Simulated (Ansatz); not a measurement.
Born–Oppenheimer molecular dynamics of a periodic cell of 16 atoms, WC (start crystal WC, start structure P-6m2, volume 1.1 times the crystal's). It starts from a structure without forces on its atoms.

Method: Ansatz 0.2.0, DFT LDA, scalar-relativistic, plane waves, PAW. Settings: accuracy low, PAW set soft_1, cutoff 420 eV, k mesh 2x2x2, fermi-dirac smearing 0.36 eV, no spin polarisation.

```json
{
 "ensemble": "NVT, Langevin thermostat",
 "time step": "1.12 fs",
 "steps asked": "160",
 "set temperature": "4200 K",
 "friction": "0.02 /fs",
 "seed": "691502"
}
```

Frames 1.12 fs apart, positions in Å.

Velocities at 134.4 fs (Å/ps):

```
W -1.19 2.32 3.65
C -20.26 -29.35 -14.66
W 2.19 -4.28 3.36
C -12.51 6.41 -0.28
W -10.37 1.78 -5.55
C 18.45 2.04 -29.48
W -3.29 -3.79 3.02
C -2.17 3.98 -12.01
W -3.50 3.61 -1.44
C 2.93 -4.48 -3.25
W -1.91 5.78 -4.27
C -19.20 -15.55 -9.15
W -2.92 -1.07 -4.84
C 19.35 19.30 2.68
W 7.31 0.59 -5.51
C -14.59 -18.48 4.69
```

```xyz
16
Lattice="-2.9873 -5.1741 0.0000 4.4809 -2.5870 0.0000 0.0000 0.0000 5.8425" Properties=species:S:1:pos:R:3 time_fs=134.4 energy_less_start_eV=5.873 T=3524
W -0.176 -4.891 -0.243
C 1.355 -4.019 1.099
W -0.272 -4.777 2.662
C 1.192 -4.116 4.358
W -1.746 -2.488 -0.293
C 0.231 -1.408 1.582
W -1.575 -2.536 2.606
C -0.062 -1.664 4.037
W 1.505 -2.259 -0.270
C 2.743 -1.286 0.950
W 1.402 -2.472 2.680
C 2.913 -1.643 4.009
W -0.031 0.061 -0.283
C -1.567 -3.920 1.002
W -0.005 0.261 2.712
C -1.838 -4.195 4.209
16
Lattice="-2.9873 -5.1741 0.0000 4.4809 -2.5870 0.0000 0.0000 0.0000 5.8425" Properties=species:S:1:pos:R:3 time_fs=135.52 energy_less_start_eV=5.982 T=3299
W -0.178 -4.889 -0.238
C 1.330 -4.053 1.087
W -0.269 -4.782 2.666
C 1.182 -4.110 4.358
W -1.757 -2.486 -0.299
C 0.250 -1.408 1.550
W -1.579 -2.540 2.609
C -0.063 -1.662 4.025
W 1.501 -2.255 -0.271
C 2.749 -1.292 0.948
W 1.399 -2.466 2.676
C 2.894 -1.660 3.998
W -0.035 0.060 -0.289
C -1.545 -3.901 1.005
W 0.003 0.262 2.706
C -1.852 -4.214 4.213
16
Lattice="-2.9873 -5.1741 0.0000 4.4809 -2.5870 0.0000 0.0000 0.0000 5.8425" Properties=species:S:1:pos:R:3 time_fs=136.64 energy_less_start_eV=6.041 T=2816
W -0.179 -4.887 -0.232
C 1.311 -4.088 1.084
W -0.266 -4.787 2.669
C 1.173 -4.101 4.356
W -1.768 -2.486 -0.306
C 0.262 -1.410 1.518
W -1.582 -2.544 2.612
C -0.064 -1.665 4.015
W 1.498 -2.251 -0.272
C 2.757 -1.298 0.951
W 1.398 -2.460 2.672
C 2.875 -1.674 3.984
W -0.041 0.059 -0.294
C -1.524 -3.890 1.007
W 0.009 0.263 2.699
C -1.863 -4.228 4.215
16
Lattice="-2.9873 -5.1741 0.0000 4.4809 -2.5870 0.0000 0.0000 0.0000 5.8425" Properties=species:S:1:pos:R:3 time_fs=137.76 energy_less_start_eV=6.034 T=2762
W -0.179 -4.883 -0.226
C 1.297 -4.121 1.082
W -0.263 -4.792 2.672
C 1.161 -4.089 4.349
W -1.779 -2.486 -0.312
C 0.267 -1.415 1.487
W -1.585 -2.549 2.616
C -0.061 -1.669 4.004
W 1.495 -2.247 -0.273
C 2.768 -1.304 0.961
W 1.397 -2.456 2.668
C 2.861 -1.683 3.966
W -0.046 0.057 -0.298
C -1.511 -3.884 1.011
W 0.014 0.265 2.692
C -1.873 -4.236 4.216
16
Lattice="-2.9873 -5.1741 0.0000 4.4809 -2.5870 0.0000 0.0000 0.0000 5.8425" Properties=species:S:1:pos:R:3 time_fs=138.88 energy_less_start_eV=5.957 T=2727
W -0.180 -4.878 -0.221
C 1.284 -4.150 1.080
W -0.260 -4.799 2.674
C 1.149 -4.076 4.340
W -1.789 -2.485 -0.318
C 0.265 -1.421 1.455
W -1.589 -2.553 2.621
C -0.056 -1.672 3.994
W 1.492 -2.243 -0.274
C 2.781 -1.313 0.977
W 1.397 -2.451 2.666
C 2.848 -1.689 3.947
W -0.051 0.054 -0.302
C -1.505 -3.882 1.020
W 0.018 0.266 2.685
C -1.883 -4.242 4.215
16
Lattice="-2.9873 -5.1741 0.0000 4.4809 -2.5870 0.0000 0.0000 0.0000 5.8425" Properties=species:S:1:pos:R:3 time_fs=140 energy_less_start_eV=5.787 T=2633
W -0.180 -4.873 -0.216
C 1.272 -4.173 1.079
W -0.257 -4.807 2.675
C 1.139 -4.060 4.328
W -1.799 -2.484 -0.323
C 0.261 -1.423 1.420
W -1.592 -2.557 2.626
C -0.056 -1.676 3.988
W 1.489 -2.240 -0.275
C 2.796 -1.327 0.996
W 1.398 -2.446 2.664
C 2.836 -1.691 3.932
W -0.057 0.052 -0.306
C -1.505 -3.885 1.032
W 0.021 0.268 2.678
C -1.887 -4.246 4.211
16
Lattice="-2.9873 -5.1741 0.0000 4.4809 -2.5870 0.0000 0.0000 0.0000 5.8425" Properties=species:S:1:pos:R:3 time_fs=141.12 energy_less_start_eV=5.544 T=2685
W -0.180 -4.867 -0.212
C 1.263 -4.192 1.080
W -0.254 -4.815 2.677
C 1.131 -4.040 4.316
W -1.807 -2.482 -0.329
C 0.255 -1.421 1.384
W -1.595 -2.562 2.630
C -0.059 -1.681 3.988
W 1.486 -2.236 -0.277
C 2.811 -1.345 1.018
W 1.399 -2.440 2.661
C 2.825 -1.687 3.917
W -0.062 0.049 -0.308
C -1.508 -3.893 1.044
W 0.021 0.271 2.671
C -1.883 -4.245 4.205
16
Lattice="-2.9873 -5.1741 0.0000 4.4809 -2.5870 0.0000 0.0000 0.0000 5.8425" Properties=species:S:1:pos:R:3 time_fs=142.24 energy_less_start_eV=5.299 T=3136
W -0.181 -4.861 -0.208
C 1.254 -4.210 1.084
W -0.250 -4.824 2.677
C 1.123 -4.020 4.307
W -1.816 -2.480 -0.334
C 0.245 -1.416 1.348
W -1.597 -2.567 2.632
C -0.062 -1.689 3.991
W 1.483 -2.233 -0.279
C 2.829 -1.369 1.038
W 1.401 -2.433 2.658
C 2.809 -1.679 3.908
W -0.069 0.046 -0.310
C -1.513 -3.905 1.058
W 0.022 0.274 2.664
C -1.878 -4.237 4.199
16
Lattice="-2.9873 -5.1741 0.0000 4.4809 -2.5870 0.0000 0.0000 0.0000 5.8425" Properties=species:S:1:pos:R:3 time_fs=143.36 energy_less_start_eV=5.096 T=3386
W -0.182 -4.855 -0.205
C 1.244 -4.227 1.093
W -0.247 -4.834 2.677
C 1.113 -4.004 4.301
W -1.825 -2.479 -0.339
C 0.234 -1.414 1.311
W -1.600 -2.571 2.635
C -0.068 -1.694 3.995
W 1.479 -2.228 -0.281
C 2.848 -1.399 1.061
W 1.403 -2.427 2.655
C 2.791 -1.669 3.901
W -0.075 0.044 -0.311
C -1.515 -3.918 1.073
W 0.024 0.279 2.655
C -1.874 -4.225 4.197
16
Lattice="-2.9873 -5.1741 0.0000 4.4809 -2.5870 0.0000 0.0000 0.0000 5.8425" Properties=species:S:1:pos:R:3 time_fs=144.48 energy_less_start_eV=4.918 T=3845
W -0.183 -4.849 -0.202
C 1.237 -4.239 1.110
W -0.243 -4.845 2.676
C 1.108 -3.988 4.293
W -1.835 -2.476 -0.343
C 0.226 -1.415 1.268
W -1.603 -2.576 2.637
C -0.073 -1.696 4.000
W 1.476 -2.223 -0.284
C 2.868 -1.428 1.086
W 1.405 -2.421 2.652
C 2.774 -1.660 3.896
W -0.082 0.041 -0.313
C -1.516 -3.935 1.089
W 0.027 0.283 2.646
C -1.873 -4.210 4.197
16
Lattice="-2.9873 -5.1741 0.0000 4.4809 -2.5870 0.0000 0.0000 0.0000 5.8425" Properties=species:S:1:pos:R:3 time_fs=145.6 energy_less_start_eV=4.780 T=4262
W -0.182 -4.842 -0.199
C 1.233 -4.245 1.135
W -0.239 -4.855 2.675
C 1.110 -3.974 4.284
W -1.845 -2.473 -0.347
C 0.215 -1.415 1.219
W -1.607 -2.581 2.639
C -0.074 -1.695 4.001
W 1.472 -2.219 -0.286
C 2.884 -1.460 1.111
W 1.408 -2.414 2.649
C 2.760 -1.650 3.892
W -0.090 0.038 -0.315
C -1.519 -3.955 1.103
W 0.031 0.289 2.637
C -1.876 -4.194 4.199
16
Lattice="-2.9873 -5.1741 0.0000 4.4809 -2.5870 0.0000 0.0000 0.0000 5.8425" Properties=species:S:1:pos:R:3 time_fs=146.72 energy_less_start_eV=4.708 T=4301
W -0.181 -4.833 -0.197
C 1.229 -4.254 1.160
W -0.234 -4.866 2.675
C 1.117 -3.963 4.276
W -1.856 -2.470 -0.350
C 0.200 -1.419 1.166
W -1.611 -2.584 2.641
C -0.073 -1.686 3.995
W 1.469 -2.216 -0.287
C 2.899 -1.493 1.135
W 1.410 -2.409 2.645
C 2.747 -1.637 3.883
W -0.098 0.036 -0.318
C -1.518 -3.978 1.118
W 0.036 0.295 2.629
C -1.877 -4.174 4.208
```

Of the whole run (179 fs, mean temperature of the second half 3529 K): The mean temperature of the second half is 16 % below the set value. A run of 0.18 ps of so small a system gives no equilibrium averages. Limits of this set-up: coarse k mesh, PAW files made for another functional, low accuracy level.

The run took 16 min on 1 thread of Intel(R) Xeon(R) Platinum 8175M CPU @ 2.50GHz (Skylake/Cascade Lake) (shared host), peak memory 0.63 GiB.
